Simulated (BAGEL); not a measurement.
# BrF (SMILES FBr) at NEVPT2(14,8)/6-31G(d) (density fitting with qzvpp-jkfit, spherical functions)

Aim: the vertical ionisation energy of BrF at NEVPT2(14,8)/6-31G* (density fitting with qzvpp-jkfit, spherical functions), from 2 runs. 

Program for the calculation: BAGEL 1.2.2.

14 further runs of the same task are left out: 8 that didn't finish, 6 set aside as unsound or not needed.

### Step 1. The structure to begin with

BrF: 2 atoms, total charge 0, spin state singlet. As SMILES, `FBr`. The coordinates come from a GFN2-xTB relaxation.

Bond lengths: F1–Br2 1.800 Å.

### Step 2. A single-point energy at NEVPT2(14,8)/6-31G(d) (density fitting with qzvpp-jkfit, spherical functions)

File input.json:

```json
{ "bagel" : [

{
  "title" : "molecule",
  "basis" : "6-31gs.json",
  "df_basis" : "qzvpp-jkfit",
  "angstrom" : "true",
  "geometry" : [
    { "atom" : "F", "xyz" : [    0.000000,    0.000000,    0.000000 ] },
    { "atom" : "Br", "xyz" : [    0.000000,    0.000000,    1.799940 ] }
  ]
},
{ "title" : "hf" },
{ "title" : "nevpt2", "nstate" : 1, "nact" : 8, "nclosed" : 15, "maxiter" : 200, "natocc" : "true", "ncore" : 10 }

]}
```

The basis set 6-31G* is read from a file made from the Basis Set Exchange's data (not shown).

Command:

```
$ BAGEL_NUM_THREADS=1 BAGEL input.json > input.out
```

Output:

```text
* using 1 threads per process

  ===============================================================
  ===============================================================

  *** Geometry ***

  { "atom" : "F", "xyz" : [      0.000000,      0.000000,      0.000000 ] },
  { "atom" : "Br", "xyz" : [      0.000000,      0.000000,      3.401394 ] },

  Number of auxiliary basis functions:      343

  Since a DF basis is specified, we compute 2- and 3-index integrals:
    o Being stored without compression. Storage requirement is 0.006 GB

  Number of basis functions:       46
  Number of electrons      :       44

    * METHOD: MOLECULE                             0.08

  *** RHF ***

  === Nuclear Repulsion ===
    92.6090988372

      * DIIS with orbital gradients will be used.

  === RHF iteration (6-31gs.json) ===
      0      -2671.38351539          0.01938359           0.02
      1      -2671.41909318          0.01455760           0.01
      2      -2671.45591517          0.00105113           0.01
      3      -2671.45621813          0.00035771           0.01
      4      -2671.45625158          0.00009781           0.01
      5      -2671.45625592          0.00003363           0.01
      6      -2671.45625656          0.00001007           0.01
      7      -2671.45625661          0.00000096           0.01
      8      -2671.45625661          0.00000020           0.01
      9      -2671.45625661          0.00000010           0.01
     10      -2671.45625661          0.00000002           0.01
     11      -2671.45625661          0.00000001           0.01
    * SCF iteration converged.

    * Permanent dipole moment:
           (   -0.000000,    -0.000000,    -0.755837) a.u.

    * METHOD: HF                                   0.27

    * freezing 10 orbitals
  ---------------------------
      CASSCF calculation
  ---------------------------

    * nstate   :      1
    * nclosed  :     15
    * nact     :      8
    * nvirt    :     23
  === CASSCF iteration (6-31gs.json) ===

    * Using the second-order algorithm

      0  0     -2671.47704811     4.63e-03      0.01

      1  0     -2671.49564366     1.93e-03      0.07

      2  0     -2671.49611750     5.01e-04      0.07

      3  0     -2671.49613372     1.51e-04      0.08

      4  0     -2671.49613478     5.00e-05      0.07

      5  0     -2671.49613490     1.82e-05      0.08

      6  0     -2671.49613491     7.06e-06      0.08

      7  0     -2671.49613492     2.85e-06      0.08

      8  0     -2671.49613492     1.18e-06      0.07

      9  0     -2671.49613492     4.94e-07      0.08

     10  0     -2671.49613492     2.08e-07      0.07

     11  0     -2671.49613492     8.81e-08      0.07

     12  0     -2671.49613492     3.73e-08      0.07

     13  0     -2671.49613492     1.58e-08      0.07

     14  0     -2671.49613492     6.71e-09      0.06

    * Second-order optimization converged. *

     guess   0:   closed 1111111.             open ........

  === FCI iteration ===

      0  0     -2671.45408465     2.92e-02      0.00
      1  0     -2671.49414716     6.20e-03      0.00
      2  0     -2671.49601495     1.58e-03      0.00
      3  0     -2671.49613119     2.75e-04      0.00
      4  0     -2671.49613481     4.89e-05      0.00
      5  0     -2671.49613492     5.54e-06      0.00
      6  0     -2671.49613492     1.04e-06      0.00
      7  0     -2671.49613492     1.38e-07      0.00
      8  0     -2671.49613492     1.25e-08      0.00
      9  0     -2671.49613492     3.06e-09      0.00
     10  0     -2671.49613492     2.67e-10      0.00
     11  0 *   -2671.49613492     3.66e-11      0.00

     * ci vector, state   0, <S^2> = 0.0000
       2222222.     0.9822348720
       222222.2    -0.1826981216

  === DF-NEVPT2 calculation ===

    * 3-index integral transformation done
    * assembly done

      NEVPT2 correlation energy:   -0.3608886618      0.03

          (+0)     -0.1289281191
          (+0)'    -0.0010387748
          (+1)     -0.0001267339
          (+1)'    -0.0000000000
          (+2)     -0.0000182529
          (-1)     -0.0079729376
          (-1)'    -0.0655569687
          (-2)     -0.1572468748

      NEVPT2 total energy:       -2671.8570235800

    * METHOD: NEVPT2                               4.89

  ===============================================================
```

It took 5.4 s on 1 thread of Arm Neoverse V2, shared host; peak memory 0.47 GiB.

### Step 3. The doublet cation at the same level

File input.json:

```json
{ "bagel" : [

{
  "title" : "molecule",
  "basis" : "6-31gs.json",
  "df_basis" : "qzvpp-jkfit",
  "angstrom" : "true",
  "geometry" : [
    { "atom" : "F", "xyz" : [       0.000000,       0.000000,       0.000000 ] },
    { "atom" : "Br", "xyz" : [       0.000000,       0.000000,       1.799940 ] }
  ]
},

{
  "title" : "hf",
  "charge" : 2
},

{
  "title" : "casscf",
  "nstate" : 1,
  "nact" : 8,
  "nclosed" : 15,
  "charge" : 1,
  "nspin" : 1,
  "maxiter" : 200,
  "natocc" : "true"
},

{
  "title" : "nevpt2",
  "nstate" : 1,
  "nact" : 8,
  "nclosed" : 15,
  "charge" : 1,
  "nspin" : 1,
  "maxiter" : 200,
  "natocc" : "true",
  "ncore" : 10
}

]}
```

The basis set 6-31G* is read from a file made from the Basis Set Exchange's data (not shown).

Command:

```
$ BAGEL_NUM_THREADS=1 BAGEL input.json > input.out
```

Output:

```text
* using 1 threads per process

  ===============================================================
  ===============================================================

  *** Geometry ***

  { "atom" : "F", "xyz" : [      0.000000,      0.000000,      0.000000 ] },
  { "atom" : "Br", "xyz" : [      0.000000,      0.000000,      3.401394 ] },

  Number of auxiliary basis functions:      343

  Since a DF basis is specified, we compute 2- and 3-index integrals:
    o Being stored without compression. Storage requirement is 0.006 GB

  Number of basis functions:       46
  Number of electrons      :       44

    * METHOD: MOLECULE                             0.08

  *** RHF ***

  === Nuclear Repulsion ===
    92.6090988372

      * DIIS with orbital gradients will be used.

  === RHF iteration (6-31gs.json) ===
      0      -2669.98487890          0.02903416           0.01
      1      -2669.83693127          0.04853375           0.01
      2      -2670.19879889          0.00327136           0.01
      3      -2670.20234184          0.00149814           0.01
      4      -2670.20402032          0.00110151           0.01
      5      -2670.20538748          0.00071929           0.01
      6      -2670.20629125          0.00025569           0.01
      7      -2670.20634145          0.00012824           0.01
      8      -2670.20634767          0.00002322           0.01
      9      -2670.20634777          0.00000344           0.01
     10      -2670.20634778          0.00000064           0.01
     11      -2670.20634778          0.00000013           0.01
     12      -2670.20634778          0.00000007           0.01
     13      -2670.20634778          0.00000001           0.01
    * SCF iteration converged.

    * Permanent dipole moment:
           (   -0.000000,    -0.000000,    -0.942591) a.u.

    * METHOD: HF                                   0.28

  ---------------------------
      CASSCF calculation
  ---------------------------

    * nstate   :      1
    * nclosed  :     15
    * nact     :      8
    * nvirt    :     23
  === CASSCF iteration (6-31gs.json) ===

    * Using the second-order algorithm

      0  0     -2671.06110616     2.05e-02      0.01

      1  0     -2671.09637704     1.99e-03      0.08

      2  0     -2671.09708913     3.14e-04      0.07

      3  0     -2671.09711856     5.84e-05      0.08

      4  0     -2671.09712028     1.83e-05      0.08

      5  0     -2671.09712041     7.80e-06      0.07

      6  0     -2671.09712042     3.27e-06      0.07

      7  0     -2671.09712042     1.30e-06      0.08

      8  0     -2671.09712042     4.99e-07      0.07

      9  0     -2671.09712042     1.88e-07      0.07

     10  0     -2671.09712042     6.96e-08      0.07

     11  0     -2671.09712042     2.56e-08      0.06

     12  0     -2671.09712042     9.36e-09      0.07

    * Second-order optimization converged. *

     guess   0:   closed 111111..             open ......1.

  === FCI iteration ===

      0  0     -2671.02855130     1.93e-02      0.00
      1  0     -2671.08519387     8.06e-03      0.00
      2  0     -2671.09576666     2.26e-03      0.00
      3  0     -2671.09687670     8.20e-04      0.00
      4  0     -2671.09705495     4.08e-04      0.00
      5  0     -2671.09710735     2.22e-04      0.00
      6  0     -2671.09711838     1.07e-04      0.00
      7  0     -2671.09712027     2.82e-05      0.00
      8  0     -2671.09712042     5.63e-06      0.00
      9  0     -2671.09712042     1.46e-06      0.00
     10  0     -2671.09712042     3.66e-07      0.00
     11  0     -2671.09712042     1.16e-07      0.00
     12  0     -2671.09712042     2.21e-08      0.00
     13  0     -2671.09712042     5.79e-09      0.00
     14  0     -2671.09712042     1.42e-09      0.00
     15  0     -2671.09712042     7.83e-10      0.00
     16  0     -2671.09712042     1.51e-10      0.00
     17  0 *   -2671.09712042     3.02e-11      0.00

     * ci vector, state   0, <S^2> = 0.7500
       222222a.    -0.9672540683
       22222.a2    -0.1812904435
       2222ab2a    -0.1172257683
       2222aa2b    -0.0966735724
       2222a.22     0.0547771028

    * METHOD: CASSCF                               0.91

    * freezing 10 orbitals

  === DF-NEVPT2 calculation ===

    * 3-index integral transformation done
    * assembly done

      NEVPT2 correlation energy:   -0.3440715380      0.03

          (+0)     -0.1287761802
          (+0)'    -0.0017002225
          (+1)     -0.0002051238
          (+1)'    -0.0000668032
          (+2)     -0.0000404349
          (-1)     -0.0057922430
          (-1)'    -0.0779437553
          (-2)     -0.1295467750

      NEVPT2 total energy:       -2671.4411919607

    * METHOD: NEVPT2                               3.99

  ===============================================================
```

It took 5.4 s on 1 thread of Arm Neoverse V2, shared host; peak memory 0.47 GiB.

### Step 4. Results

Level: NEVPT2(14,8)/6-31G* (density fitting with qzvpp-jkfit, spherical functions), 10 core orbitals frozen.

| quantity | value |
| --- | --- |
| singlet BrF: total energy | -2671.85702 Eh |
| doublet cation: total energy | -2671.44119 Eh |
| vertical ionisation energy (to the doublet cation) | 11.315 eV |

**Reading.** Removing an electron at fixed nuclei costs 11.32 eV (261 kcal/mol).
